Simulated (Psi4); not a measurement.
# doublet C2F4O+ at 3 levels

Wanted: a comparison of 3 runs (U-wB97M-V/cc-pVDZ, UOMP2/cc-pVDZ, UMP3/cc-pVDZ) of doublet C2F4O+. 

The calculation is run with Psi4 1.11.

1 further run of the same task is left out (set aside as unsound or not needed).

### 1 Starting point

C2F4O+ has 7 atoms, charge +1, and is taken as a doublet. As SMILES of the parent species, `O=C(F)C(F)(F)F`. Geometry: relaxed at PBE0-D4/def2-TZVP. That shape belongs to the parent species and isn't relaxed for this state.

Bond lengths: O1–C2 1.172 Å, C2–F3 1.326 Å, C2–C4 1.542 Å, C4–F5 1.330 Å, C4–F6 1.330 Å, C4–F7 1.318 Å. Angles: O1–C2–F3 124.0°, O1–C2–C4 126.4°, F3–C2–C4 109.5°, C2–C4–F5 109.8°, C2–C4–F6 109.8°, C2–C4–F7 110.2°, F5–C4–F6 108.7°, F5–C4–F7 109.1°, F6–C4–F7 109.1°.

### 2 A single-point energy at U-wB97M-V/cc-pVDZ (run 1)

Input file c2f4o.xyz:

```xyz
7
C2F4O
O      1.061180    -1.396170     0.701140
C      0.088980    -0.798110     0.435150
F     -1.136840    -1.201010     0.739860
C      0.018150     0.551850    -0.306440
F     -0.697880     0.418270    -1.418740
F     -0.564330     1.461580     0.468830
F      1.230750     0.963590    -0.619810
```

Input file calc.py:

```python
import psi4

psi4.set_memory('2200 MB')
psi4.set_num_threads(1)
psi4.set_output_file('output.dat', False)

with open('c2f4o.xyz') as f:
    atoms = ''.join(f.readlines()[2:])
geom = psi4.geometry('1 2\n' + atoms + 'symmetry c1')

options = {'reference': 'uks', 'puream': True, 'e_convergence': 1e-09, 'd_convergence': 1e-08, 'scf_type': 'pk', 'dft_radial_points': 99, 'dft_spherical_points': 590, 'maxiter': 100}
psi4.set_options(options)

e, wfn = psi4.energy('wb97m-v/cc-pVDZ', molecule=geom, return_wfn=True)
print(f'total energy {e:.8f} hartree = {e * 27.211386:.5f} eV')
for k, v in sorted(psi4.core.scalar_variables().items()):
    print(f'{k:45s} {v:18.10f}')
```

Launch:

```sh
$ python calc.py
```

output.dat:

```text
[...]
  Running in c1 symmetry.
[...]
  Nuclear repulsion =  336.982269552340540
[...]
  Multiplicity = 2
[...]
  Nalpha       = 28
  Nbeta        = 27
[...]
    Number of basis functions: 98
[...]
   @UKS iter   1:  -550.02072612131087    1.77950e-01   7.41266e-03 DIIS/ADIIS
[...]
   @UKS iter  19:  -550.24809996245995   -2.16005e-12   6.14508e-09 DIIS
[...]
   @S^2 Observed:                7.577891643E-01
[...]
    Orbital Energies [Eh]
    ---------------------
    Alpha Occupied:
       1A    -25.300282     2A    -25.226070     3A    -25.226057
       4A    -25.214414     5A    -19.835441     6A    -10.911447
       7A    -10.897032     8A     -1.744856     9A     -1.720989
      10A     -1.644973    11A     -1.634366    12A     -1.628371
      13A     -1.193350    14A     -1.067742    15A     -1.030765
      16A     -1.006210    17A     -0.990312    18A     -0.963998
      19A     -0.950791    20A     -0.898736    21A     -0.865463
      22A     -0.859498    23A     -0.835405    24A     -0.835338
      25A     -0.798594    26A     -0.794021    27A     -0.773259
      28A     -0.771988
    Alpha Virtual:
[...]
  @UKS Final Energy:  -550.24809996245995
   => Energetics <=
    Nuclear Repulsion Energy =            336.9822695523405400
    One-Electron Energy =               -1416.2960666390254119
    Two-Electron Energy =                 573.5031218391601442
    DFT Exchange-Correlation Energy =     -44.6626095744463072
    Empirical Dispersion Energy =           0.0000000000000000
    VV10 Nonlocal Energy =                  0.2251848595111242
    Total Energy =                       -550.2480999624598326
[...]
 Multipole Moments:
 ------------------------------------------------------------------------------------
     Multipole            Electronic (a.u.)      Nuclear  (a.u.)        Total (a.u.)
 ------------------------------------------------------------------------------------
 L = 1.  Multiply by 2.5417464519 to convert [e a0] to [Debye]
 Dipole X            :         -0.6638388            0.9793085            0.3154697
 Dipole Y            :          0.2132228           -1.3638575           -1.1506346
 Dipole Z            :         -0.0737777            0.6885256            0.6147479
 Magnitude           :                                                    1.3421610
[...]
```

On the terminal:

```text
total energy -550.24809996 hartree = -14973.01344 eV
CURRENT ENERGY                                   -550.2480999625
CURRENT REFERENCE ENERGY                         -550.2480999625
DD SOLVATION ENERGY                                 0.0000000000
DFT FUNCTIONAL TOTAL ENERGY                      -550.2480999625
DFT TOTAL ENERGY                                 -550.2480999625
DFT VV10 ENERGY                                     0.2251848595
DFT XC ENERGY                                     -44.6626095744
GRID ELECTRONS ALPHA                               27.9999998985
GRID ELECTRONS BETA                                26.9999999238
GRID ELECTRONS TOTAL                               54.9999998223
NUCLEAR REPULSION ENERGY                          336.9822695523
ONE-ELECTRON ENERGY                             -1416.2960666390
PCM POLARIZATION ENERGY                             0.0000000000
PE ENERGY                                           0.0000000000
SCF ITERATION ENERGY                             -550.2480999625
SCF ITERATIONS                                     19.0000000000
SCF TOTAL ENERGY                                 -550.2480999625
TWO-ELECTRON ENERGY                               573.5031218392
XC GRID RADIAL POINTS                              99.0000000000
XC GRID SPHERICAL POINTS                          590.0000000000
XC GRID TOTAL POINTS                           385804.0000000000
```

Wall time 6.7 min (1 thread of AMD EPYC 7R43 (Zen 3), shared host); peak memory 1.2 GiB.

### 3 A single-point energy at UOMP2/cc-pVDZ (density fitting for correlation) (run 2)

Input file c2f4o.inp:

```
memory 2200 mb

molecule {
  1 2
  O      1.061180    -1.396170     0.701140
  C      0.088980    -0.798110     0.435150
  F     -1.136840    -1.201010     0.739860
  C      0.018150     0.551850    -0.306440
  F     -0.697880     0.418270    -1.418740
  F     -0.564330     1.461580     0.468830
  F      1.230750     0.963590    -0.619810
  symmetry c1
  no_reorient
  no_com
}

set reference uhf
set puream true
set e_convergence 1e-09
set d_convergence 1e-08
set scf_type pk
set num_frozen_docc 7
set maxiter 100

e, wfn = energy('omp2/cc-pVDZ', return_wfn=True)
```

Launch:

```sh
$ psi4 -i c2f4o.inp -o c2f4o.out -n 1
```

c2f4o.out:

```text
[...]
  Running in c1 symmetry.
[...]
  Nuclear repulsion =  336.982269552340540
[...]
  Multiplicity = 2
[...]
  Nalpha       = 28
  Nbeta        = 27
[...]
    Number of basis functions: 98
[...]
   @UHF iter   1:  -547.59800202527219   -2.16848e-02   8.25124e-03 DIIS/ADIIS
[...]
   @UHF iter  22:  -547.95170330252859   -8.29914e-12   7.92596e-09 DIIS
[...]
   @S^2 Observed:                7.723048158E-01
[...]
    Orbital Energies [Eh]
    ---------------------
    Alpha Occupied:
       1A    -26.701379     2A    -26.600087     3A    -26.600070
       4A    -26.598796     5A    -21.117018     6A    -11.820853
       7A    -11.812670     8A     -2.036733     9A     -1.995142
      10A     -1.950149    11A     -1.896809    12A     -1.894392
      13A     -1.349855    14A     -1.225992    15A     -1.180898
      16A     -1.154891    17A     -1.104811    18A     -1.077523
      19A     -1.068234    20A     -1.051049    21A     -1.014922
      22A     -0.994436    23A     -0.952923    24A     -0.951256
      25A     -0.908647    26A     -0.907662    27A     -0.890427
      28A     -0.870843
    Alpha Virtual:
[...]
  @UHF Final Energy:  -547.95170330252859
   => Energetics <=
    Nuclear Repulsion Energy =            336.9822695523405400
    One-Electron Energy =               -1415.8944062479256445
    Two-Electron Energy =                 530.9604333930565190
    Total Energy =                       -547.9517033025285855
  UHF NO Occupations:
  HONO-2 :   26  A 1.9966193
  HONO-1 :   27  A 1.9946091
[...]
 Multipole Moments:
 ------------------------------------------------------------------------------------
     Multipole            Electronic (a.u.)      Nuclear  (a.u.)        Total (a.u.)
 ------------------------------------------------------------------------------------
 L = 1.  Multiply by 2.5417464519 to convert [e a0] to [Debye]
 Dipole X            :          3.1259429           -2.6125086            0.5134343
 Dipole Y            :         -5.5167210            4.0344708           -1.4822502
 Dipole Z            :          2.8394703           -2.0548126            0.7846577
 Magnitude           :                                                    1.7539579
[...]
	DF-SCS-MP2 Total Energy (a.u.)     :  -549.03354977353717
	DF-SOS-MP2 Total Energy (a.u.)     :  -549.01092358278254
[...]
	DF-SCS-OMP2 Total Energy (a.u.)    :  -549.06103904224619
	DF-SOS-OMP2 Total Energy (a.u.)    :  -548.94313023323264
	DF-SCS(N)-OMP2 Total Energy (a.u.) :  -548.49908026235778
[...]
	DF-OMP2 Total Energy (a.u.)        :  -549.11908857217691
[...]
```

It took 3.8 min on 1 thread of AMD EPYC 7R43 (Zen 3), shared host; peak memory 0.44 GiB.

### 4 The energy at UMP3/cc-pVDZ (run 3)

Input file c2f4o.in:

```
memory 2200 MB

molecule molecule1 {
  1 2
  O
  C 1 1.172007
  F 2 1.325825 1 124.03639
  C 2 1.54187 1 126.444 3 179.97826
  F 4 1.329569 2 109.82491 1 120.48043
  F 4 1.329637 5 108.69957 2 -120.14246
  F 4 1.318381 5 109.13886 6 -118.93529
  symmetry c1
  no_reorient
  no_com
}

set globals {
  reference       uhf
  puream          true
  e_convergence   1e-09
  d_convergence   1e-08
  scf_type        pk
  num_frozen_docc 7
  maxiter         100
  mp_type         conv
}

energy('mp3/cc-pVDZ')
print_variables()
```

Launch:

```sh
$ psi4 -n 1 c2f4o.in c2f4o.out
```

c2f4o.out:

```text
[...]
  Running in c1 symmetry.
[...]
  Nuclear repulsion =  336.982293346171559
[...]
  Multiplicity = 2
[...]
  Nalpha       = 28
  Nbeta        = 27
[...]
    Number of basis functions: 98
[...]
   @UHF iter   1:  -547.59800203891928   -2.16844e-02   8.25123e-03 DIIS/ADIIS
[...]
   @UHF iter  22:  -547.95170337079435   -9.77707e-12   7.92605e-09 DIIS
[...]
   @S^2 Observed:                7.723048170E-01
[...]
    Orbital Energies [Eh]
    ---------------------
    Alpha Occupied:
       1A    -26.701379     2A    -26.600087     3A    -26.600070
       4A    -26.598796     5A    -21.117018     6A    -11.820854
       7A    -11.812670     8A     -2.036733     9A     -1.995142
      10A     -1.950149    11A     -1.896809    12A     -1.894392
      13A     -1.349855    14A     -1.225992    15A     -1.180898
      16A     -1.154891    17A     -1.104811    18A     -1.077523
      19A     -1.068234    20A     -1.051049    21A     -1.014922
      22A     -0.994435    23A     -0.952923    24A     -0.951256
      25A     -0.908647    26A     -0.907662    27A     -0.890427
      28A     -0.870843
    Alpha Virtual:
[...]
  @UHF Final Energy:  -547.95170337079435
   => Energetics <=
    Nuclear Repulsion Energy =            336.9822933461715593
    One-Electron Energy =               -1415.8944535230261863
    Two-Electron Energy =                 530.9604568060603924
    Total Energy =                       -547.9517033707943483
  UHF NO Occupations:
  HONO-2 :   26  A 1.9966193
  HONO-1 :   27  A 1.9946090
[...]
 Multipole Moments:
 ------------------------------------------------------------------------------------
     Multipole            Electronic (a.u.)      Nuclear  (a.u.)        Total (a.u.)
 ------------------------------------------------------------------------------------
 L = 1.  Multiply by 2.5417464519 to convert [e a0] to [Debye]
 Dipole X            :         -0.0004561           -0.0005782           -0.0010343
 Dipole Y            :         -0.4384257           -0.7227778           -1.1612035
 Dipole Z            :          0.1907051           -1.6645755           -1.4738704
 Magnitude           :                                                    1.8763498
[...]
	SCS-MP2 Total Energy (a.u.)        :  -549.03393729456536
	SOS-MP2 Total Energy (a.u.)        :  -549.01148893932179
[...]
	SOS-PI-MP2 Total Energy (a.u.)     :  -549.09301090613167
[...]
	MP2 Total Energy (a.u.)            :  -549.07883400505227
[...]
	SCS-MP3 Total Energy (a.u.)        :  -549.03496754358252
[...]
	MP3 Total Energy (a.u.)            :  -549.08295500112069
[...]
```

It took 63 s on 1 thread of AMD EPYC 7R43 (Zen 3), shared host; peak memory 0.73 GiB.

### 5 Overview of the runs

```
run                                            level  frozen core orbitals         integration grid  energy (Eh)  HOMO energy (eV)  LUMO energy (eV)   ⟨S²⟩  wall time
  1                                U-wB97M-V/cc-pVDZ                     0  99 radial × 590 angular  -550.248100            -20.96            -13.06  0.758    6.7 min
  2  UOMP2/cc-pVDZ (density fitting for correlation)                     7                        –  -549.119089            -23.70             -9.30  0.772    3.8 min
  3                                     UMP3/cc-pVDZ                     7                        –  -549.082955            -23.70             -9.30  0.772       63 s
```

### 6 Summary of results

| quantity | value |
| --- | --- |
| run 3: total energy | -549.08296 Eh |
| run 3: HOMO energy (Hartree–Fock orbitals) (highest over α and β) | -23.70 eV |
| run 3: LUMO energy (Hartree–Fock orbitals) (lowest over α and β) | -9.30 eV |
| run 3: correlation energy (7 core orbitals frozen) | -1131.3 mEh |
| run 3: ⟨S²⟩ of the reference determinant | 0.772 |

All runs together took 12 min, the longest 6.7 min.
